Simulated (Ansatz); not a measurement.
# CH4ClFOSi: one species, many methods

The task here is to estimate one member of a computed series from the others.

The runs use Ansatz 0.2.0, Gaussian basis; functionals in def2-TZVPP, the program's frozen cores in correlated methods.

Plan: PBE-D4, r2SCAN-D4, PBE0-D4, B3LYP-D4, ωB97X-V, ωB97M-V, B2PLYP; CCSD(T)/def2-TZVPP; MP2/def2-QZVPP; extrapolation to the limit.

## Structure used throughout

All runs share one geometry, relaxed beforehand with PBE0-D4 in a triple-zeta def2 set.

SMILES `O[SiH](F)CCl`, 9 atoms, charge 0, spin multiplicity 1.

Atoms are counted from 1 here; the program's logs count them from 0.

Bond lengths: O1–Si2 1.624 Å, O1–H6 0.961 Å, Si2–F3 1.594 Å, Si2–C4 1.874 Å, Si2–H7 1.475 Å, C4–Cl5 1.791 Å, C4–H8 1.091 Å, C4–H9 1.090 Å. Angles: Si2–O1–H6 116.8°, O1–Si2–F3 111.4°, O1–Si2–C4 110.8°, O1–Si2–H7 107.5°, F3–Si2–C4 106.7°, F3–Si2–H7 107.9°, C4–Si2–H7 112.5°, Si2–C4–Cl5 108.8°, Si2–C4–H8 111.9°, Si2–C4–H9 112.5°, Cl5–C4–H8 107.4°, Cl5–C4–H9 107.5°, H8–C4–H9 108.6°.

Set-up of the first run:

Contents of in.yaml:

```yaml
crystal:
  periodic: [false, false, false]
  atoms:
    - {symbol: O, position_ang: [-0.446267, 1.074390, 1.418001]}
    - {symbol: Si, position_ang: [0.616218, 0.174442, 0.581666]}
    - {symbol: F, position_ang: [1.723240, 1.082461, -0.118659]}
    - {symbol: C, position_ang: [-0.246490, -0.774433, -0.784604]}
    - {symbol: Cl, position_ang: [-1.336704, 0.342190, -1.662499]}
    - {symbol: H, position_ang: [-1.113049, 1.542340, 0.908617]}
    - {symbol: H, position_ang: [1.298721, -0.713351, 1.542193]}
    - {symbol: H, position_ang: [-0.860142, -1.585597, -0.390571]}
    - {symbol: H, position_ang: [0.452972, -1.188742, -1.511243]}
basis:
  gaussian: {orbitals: def2-TZVPP}
hamiltonian: {xc: pbe, dispersion: d4}
output: {forces: true, orbitals: {seedname: orbitals}}
```

Started as:

```
$ ansatz run in.yaml --threads 4 --pin off --events-out ev --progress --plain --max-ram 10444MiB
```

Steps of the session up to this table: PBE-D4 (GGA); r2SCAN-D4 (meta-GGA); PBE0-D4 (hybrid); B3LYP-D4 (hybrid); ωB97X-V (range-separated); ωB97M-V (range-separated); B2PLYP (double hybrid); CCSD(T) in def2-TZVPP; MP2 in def2-QZVPP.

One of the session's tables, all rows but one given; the rest of the session is left out.

It belongs to the step «Atomisation energies». 

```
            method  atomisation energy (kcal/mol)
            PBE-D4                          817.3
         r2SCAN-D4                          808.5
           PBE0-D4                          801.6
          B3LYP-D4                          801.1
           ωB97X-V                          808.8
           ωB97M-V                          809.8
            B2PLYP                          796.4
     HF/def2-TZVPP                          588.6
    MP2/def2-TZVPP                          807.7
   CCSD/def2-TZVPP                              ?
CCSD(T)/def2-TZVPP                          786.2
           MP2/CBS                          832.3
       CCSD(T)/CBS                          810.7
```

Q: Estimate the row for CCSD/def2-TZVPP from the others.

As computed: atomisation energy (kcal/mol): 773.9. In the column «atomisation energy (kcal/mol)» it lies between HF/def2-TZVPP (588.6) and CCSD(T)/def2-TZVPP (786.2).
